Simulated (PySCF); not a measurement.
**A gas-phase reaction: ClFGeH2 + Br2 → BrClFGeH + BrH**

Wanted: the reaction energy for `[F][GeH2][Cl]` + `BrBr` → `[F][GeH]([Cl])[Br]` + `Br`.

Programs: PySCF 2.14.0. All values are calculated, for the isolated system unless a continuum is named. Atoms count from 0, parts from 1.

## Step 1: Starting point

Each species was relaxed by itself at PBE0-D3(BJ)/def2-SVPD.

## Step 2: Energies of the species: wB97M-D3(BJ)/def2-TZVPD

Job settings and geometry (Å):

```
{"job": {"kind": "react", "xc": "wB97M-D3(BJ)", "basis": "def2-TZVPD"}, "charge": 0, "multiplicity": 1}
-1 ClFGeH2 charge 0 multiplicity 1
F      0.298410    -1.209380    -1.094570
Ge    -0.113260    -0.025670     0.122370
Cl     1.147440     1.680800    -0.244780
H      0.259200    -0.634560     1.472410
H     -1.566420     0.374580    -0.123050

-1 Br2 charge 0 multiplicity 1
Br     1.150560    -0.002110     0.009260
Br    -1.150830     0.004440     0.009020

+1 BrClFGeH charge 0 multiplicity 1
F     -0.102490    -1.245390    -1.141890
Ge    -0.024650    -0.068640     0.134210
Cl    -1.512620     1.402560    -0.312710
Br     2.048040     0.863930     0.047110
H     -0.313550    -0.767600     1.456960

+1 BrH charge 0 multiplicity 1
Br     0.715040    -0.001680    -0.000580
H     -0.708690     0.004980    -0.000860
```

Level: wB97M-D3(BJ)/def2-TZVPD reaction energy of separated species, gas phase.

Started as:

```
$ OMP_NUM_THREADS=1 python cluster_run.py task.json out
```

One launch serves the whole session: the jobs run in the order shown.

The log of the run:

```text
species 1 (ClFGeH2)
coarse grid: 23976 points
cycle   1  E = -2638.3513216653  dE = -5.410e-01  |g| = 8.892e-01  |ddm| = 1.702e+00
cycle   2  E = -2638.3220126088  dE =  2.931e-02  |g| = 1.115e+00  |ddm| = 1.037e+00
cycle   3  E = -2638.4658504975  dE = -1.438e-01  |g| = 7.938e-02  |ddm| = 5.108e-01
cycle   4  E = -2638.4667924182  dE = -9.419e-04  |g| = 3.586e-02  |ddm| = 6.384e-02
cycle   5  E = -2638.4669695076  dE = -1.771e-04  |g| = 5.355e-03  |ddm| = 2.099e-02
cycle   6  E = -2638.4669802956  dE = -1.079e-05  |g| = 2.051e-03  |ddm| = 8.404e-03
cycle   7  E = -2638.4669816424  dE = -1.347e-06  |g| = 5.110e-04  |ddm| = 2.812e-03
final grid: 47136 points
cycle   8  E = -2638.4668318173  dE = -3.118e-07  |g| = 4.417e-04  |ddm| = 1.853e-03
cycle   9  E = -2638.4668318330  dE = -1.564e-08  |g| = 4.934e-04  |ddm| = 4.859e-04
cycle  10  E = -2638.4668318666  dE = -3.366e-08  |g| = 5.363e-05  |ddm| = 2.170e-04
cycle  11  E = -2638.4668318689  dE = -2.259e-09  |g| = 2.708e-05  |ddm| = 1.106e-04
cycle  12  E = -2638.4668318692  dE = -3.411e-10  |g| = 4.100e-06  |ddm| = 4.377e-05
converged SCF energy = -2638.4668318692

species 2 (Br2)
coarse grid: 14664 points
cycle   1  E = -5148.2886920311  dE = -2.032e+00  |g| = 4.158e-01  |ddm| = 1.565e+00
cycle   2  E = -5148.3001171512  dE = -1.143e-02  |g| = 2.962e-01  |ddm| = 3.425e-01
cycle   3  E = -5148.3083609147  dE = -8.244e-03  |g| = 9.005e-03  |ddm| = 1.528e-01
cycle   4  E = -5148.3084054687  dE = -4.455e-05  |g| = 2.023e-03  |ddm| = 1.256e-02
cycle   5  E = -5148.3084090412  dE = -3.573e-06  |g| = 6.167e-04  |ddm| = 4.103e-03
final grid: 26152 points
cycle   6  E = -5148.3084026083  dE = -1.104e-07  |g| = 3.660e-04  |ddm| = 8.879e-04
cycle   7  E = -5148.3084026319  dE = -2.364e-08  |g| = 2.411e-04  |ddm| = 4.758e-04
cycle   8  E = -5148.3084026461  dE = -1.420e-08  |g| = 2.159e-05  |ddm| = 1.720e-04
cycle   9  E = -5148.3084026463  dE = -2.019e-10  |g| = 1.096e-05  |ddm| = 2.977e-05
converged SCF energy = -5148.3084026463

species 3 (BrClFGeH)
coarse grid: 28840 points
cycle   1  E = -5211.9363279863  dE = -1.347e+00  |g| = 9.630e-01  |ddm| = 1.948e+00
cycle   2  E = -5211.9040038183  dE =  3.232e-02  |g| = 1.194e+00  |ddm| = 1.167e+00
cycle   3  E = -5212.0762603154  dE = -1.723e-01  |g| = 9.171e-02  |ddm| = 5.851e-01
cycle   4  E = -5212.0774733639  dE = -1.213e-03  |g| = 3.829e-02  |ddm| = 7.099e-02
cycle   5  E = -5212.0776981291  dE = -2.248e-04  |g| = 8.158e-03  |ddm| = 2.366e-02
cycle   6  E = -5212.0777161135  dE = -1.798e-05  |g| = 2.303e-03  |ddm| = 9.909e-03
cycle   7  E = -5212.0777187036  dE = -2.590e-06  |g| = 7.084e-04  |ddm| = 4.349e-03
final grid: 54840 points
cycle   8  E = -5212.0775520716  dE = -4.537e-07  |g| = 5.646e-04  |ddm| = 2.438e-03
cycle   9  E = -5212.0775521079  dE = -3.625e-08  |g| = 5.949e-04  |ddm| = 7.648e-04
cycle  10  E = -5212.0775521584  dE = -5.049e-08  |g| = 8.616e-05  |ddm| = 2.957e-04
cycle  11  E = -5212.0775521624  dE = -4.026e-09  |g| = 4.555e-05  |ddm| = 1.411e-04
cycle  12  E = -5212.0775521636  dE = -1.217e-09  |g| = 4.927e-06  |ddm| = 1.064e-04
cycle  13  E = -5212.0775521636  dE = -3.092e-11  |g| = 1.661e-06  |ddm| = 1.469e-05
converged SCF energy = -5212.0775521636

species 4 (BrH)
coarse grid: 9808 points
cycle   1  E = -2574.7444818481  dE = -1.115e+00  |g| = 2.814e-01  |ddm| = 9.887e-01
cycle   2  E = -2574.7574488513  dE = -1.297e-02  |g| = 1.487e-01  |ddm| = 2.655e-01
cycle   3  E = -2574.7608846306  dE = -3.436e-03  |g| = 8.656e-03  |ddm| = 8.708e-02
cycle   4  E = -2574.7609219952  dE = -3.736e-05  |g| = 2.523e-03  |ddm| = 1.268e-02
cycle   5  E = -2574.7609264256  dE = -4.430e-06  |g| = 6.498e-04  |ddm| = 4.934e-03
final grid: 18448 points
cycle   6  E = -2574.7609111243  dE = -1.922e-07  |g| = 3.884e-04  |ddm| = 9.237e-04
cycle   7  E = -2574.7609111520  dE = -2.763e-08  |g| = 2.729e-04  |ddm| = 3.936e-04
cycle   8  E = -2574.7609111590  dE = -7.066e-09  |g| = 3.379e-05  |ddm| = 1.359e-04
cycle   9  E = -2574.7609111601  dE = -1.033e-09  |g| = 1.120e-05  |ddm| = 6.293e-05
cycle  10  E = -2574.7609111601  dE = -5.184e-11  |g| = 1.703e-06  |ddm| = 1.292e-05
converged SCF energy = -2574.7609111601

Reaction energy = -40.083 kcal/mol
```

Run time: 51 s. Hardware: 1 thread of Arm Neoverse N1, shared host; peak memory 0.74 GiB.

Species by species (with the dispersion term, which the log's SCF energies lack):

```csv
ν,species,energy (Eh),HOMO (eV)
-1,[F][GeH2][Cl],-2638.47044,-11.58
-1,BrBr,-5148.30959,-10.44
+1,[F][GeH]([Cl])[Br],-5212.08243,-11.42
+1,Br,-2574.76148,-11.15
```

## Step 3: Energies of the species: PBE0-D3(BJ)/def2-TZVPD

Same as in step 2 but for these lines:

```diff
@@ -1,2 +1,2 @@
-{"job": {"kind": "react", "xc": "wB97M-D3(BJ)", "basis": "def2-TZVPD"}, "charge": 0, "multiplicity": 1}
+{"job": {"kind": "react", "xc": "PBE0", "basis": "def2-TZVPD", "disp": "d3bj"}, "charge": 0, "multiplicity": 1}
 -1 ClFGeH2 charge 0 multiplicity 1
```

Method: PBE0-D3(BJ)/def2-TZVPD reaction energy of separated species, gas phase.

The log of the run:

```text
species 1 (ClFGeH2)
coarse grid: 23976 points
cycle   1  E = -2637.7656122505  dE = -4.703e-01  |g| = 9.197e-01  |ddm| = 1.715e+00
cycle   2  E = -2637.5566105414  dE =  2.090e-01  |g| = 1.533e+00  |ddm| = 1.278e+00
cycle   3  E = -2637.8696293247  dE = -3.130e-01  |g| = 1.885e-01  |ddm| = 8.083e-01
cycle   4  E = -2637.8742355702  dE = -4.606e-03  |g| = 3.880e-02  |ddm| = 1.157e-01
cycle   5  E = -2637.8744146138  dE = -1.790e-04  |g| = 7.144e-03  |ddm| = 2.013e-02
cycle   6  E = -2637.8744247383  dE = -1.012e-05  |g| = 2.443e-03  |ddm| = 6.206e-03
cycle   7  E = -2637.8744263074  dE = -1.569e-06  |g| = 2.220e-04  |ddm| = 1.945e-03
final grid: 47136 points
cycle   8  E = -2637.8743979875  dE = -1.750e-07  |g| = 2.764e-04  |ddm| = 1.519e-03
cycle   9  E = -2637.8743979813  dE =  6.235e-09  |g| = 3.247e-04  |ddm| = 5.129e-04
cycle  10  E = -2637.8743980049  dE = -2.357e-08  |g| = 3.904e-05  |ddm| = 2.699e-04
cycle  11  E = -2637.8743980051  dE = -1.683e-10  |g| = 1.265e-05  |ddm| = 2.446e-05
converged SCF energy = -2637.8743980051

species 2 (Br2)
coarse grid: 14664 points
cycle   1  E = -5147.6955173651  dE = -1.992e+00  |g| = 4.158e-01  |ddm| = 1.609e+00
cycle   2  E = -5147.7001485129  dE = -4.631e-03  |g| = 3.188e-01  |ddm| = 3.040e-01
cycle   3  E = -5147.7078028336  dE = -7.654e-03  |g| = 2.250e-02  |ddm| = 1.633e-01
cycle   4  E = -5147.7079139095  dE = -1.111e-04  |g| = 7.934e-03  |ddm| = 2.329e-02
cycle   5  E = -5147.7079301971  dE = -1.629e-05  |g| = 5.812e-04  |ddm| = 6.034e-03
cycle   6  E = -5147.7079302559  dE = -5.876e-08  |g| = 9.434e-05  |ddm| = 7.038e-04
final grid: 26152 points
cycle   7  E = -5147.7079424265  dE = -3.402e-09  |g| = 8.878e-05  |ddm| = 2.089e-04
cycle   8  E = -5147.7079424268  dE = -2.710e-10  |g| = 7.651e-05  |ddm| = 1.000e-04
cycle   9  E = -5147.7079424272  dE = -4.220e-10  |g| = 2.355e-06  |ddm| = 3.911e-05
converged SCF energy = -5147.7079424272

species 3 (BrClFGeH)
coarse grid: 28840 points
cycle   1  E = -5211.0616717902  dE = -1.301e+00  |g| = 9.839e-01  |ddm| = 1.994e+00
cycle   2  E = -5210.8256804615  dE =  2.360e-01  |g| = 1.617e+00  |ddm| = 1.411e+00
cycle   3  E = -5211.1809161029  dE = -3.552e-01  |g| = 2.050e-01  |ddm| = 9.165e-01
cycle   4  E = -5211.1861417154  dE = -5.226e-03  |g| = 5.610e-02  |ddm| = 1.278e-01
cycle   5  E = -5211.1865094812  dE = -3.678e-04  |g| = 1.468e-02  |ddm| = 3.330e-02
cycle   6  E = -5211.1865446224  dE = -3.514e-05  |g| = 3.848e-03  |ddm| = 1.290e-02
cycle   7  E = -5211.1865485938  dE = -3.971e-06  |g| = 5.432e-04  |ddm| = 3.675e-03
final grid: 54840 points
cycle   8  E = -5211.1864836260  dE = -1.791e-07  |g| = 7.357e-04  |ddm| = 2.406e-03
cycle   9  E = -5211.1864835073  dE =  1.186e-07  |g| = 1.118e-03  |ddm| = 1.393e-03
cycle  10  E = -5211.1864837502  dE = -2.428e-07  |g| = 1.234e-04  |ddm| = 7.390e-04
cycle  11  E = -5211.1864837525  dE = -2.352e-09  |g| = 2.621e-05  |ddm| = 9.542e-05
cycle  12  E = -5211.1864837526  dE = -7.731e-11  |g| = 7.111e-06  |ddm| = 1.504e-05
converged SCF energy = -5211.1864837526

species 4 (BrH)
coarse grid: 9808 points
cycle   1  E = -2574.4494536540  dE = -1.081e+00  |g| = 2.724e-01  |ddm| = 1.042e+00
cycle   2  E = -2574.4540919016  dE = -4.638e-03  |g| = 1.699e-01  |ddm| = 2.601e-01
cycle   3  E = -2574.4588662061  dE = -4.774e-03  |g| = 3.007e-02  |ddm| = 1.194e-01
cycle   4  E = -2574.4590976836  dE = -2.315e-04  |g| = 4.156e-03  |ddm| = 2.212e-02
cycle   5  E = -2574.4591016860  dE = -4.002e-06  |g| = 1.311e-03  |ddm| = 4.270e-03
final grid: 18448 points
cycle   6  E = -2574.4591028137  dE = -7.034e-08  |g| = 1.375e-03  |ddm| = 2.024e-03
cycle   7  E = -2574.4591028280  dE = -1.433e-08  |g| = 1.399e-03  |ddm| = 1.791e-03
cycle   8  E = -2574.4591030489  dE = -2.209e-07  |g| = 5.149e-05  |ddm| = 8.398e-04
cycle   9  E = -2574.4591030496  dE = -6.739e-10  |g| = 1.026e-05  |ddm| = 4.413e-05
converged SCF energy = -2574.4591030496

Reaction energy = -40.218 kcal/mol
```

Run time: 30 s. Hardware: 1 thread of Arm Neoverse N1, shared host; peak memory 0.66 GiB.

Reaction energy at this level: -40.22 kcal/mol.

## Step 4: Side by side

Energies in kcal/mol, with wall time:

```csv
run,reaction,time
wB97M-D3(BJ)/def2-TZVPD,-40.08,51 s
PBE0-D3(BJ)/def2-TZVPD,-40.22,30 s
```

## Step 5: What came out

```
                                                quantity                      value
               reaction energy (wB97M-D3(BJ)/def2-TZVPD)            -40.08 kcal/mol
                     ΔH, ΔG at 298 K (xTB thermal terms)      -40.4, -40.3 kcal/mol
range of the reaction energy over the runs of this table  -40.22 to -40.08 kcal/mol
```

In words: The reaction is exothermic by 40.4 kcal/mol in the gas phase; dispersion gives -0.41, and xTB itself gave -27.76 for the electronic energy (xTB energies and thermal terms come from the earlier relaxation of each species, not shown). No barrier was sought. xTB and this level differ widely in the electronic energy, so what comes from xTB (the thermal terms above all) is less safe here. The reaction energy runs from -40.22 (PBE0-D3(BJ)/def2-TZVPD) to -40.08 kcal/mol (wB97M-D3(BJ)/def2-TZVPD).
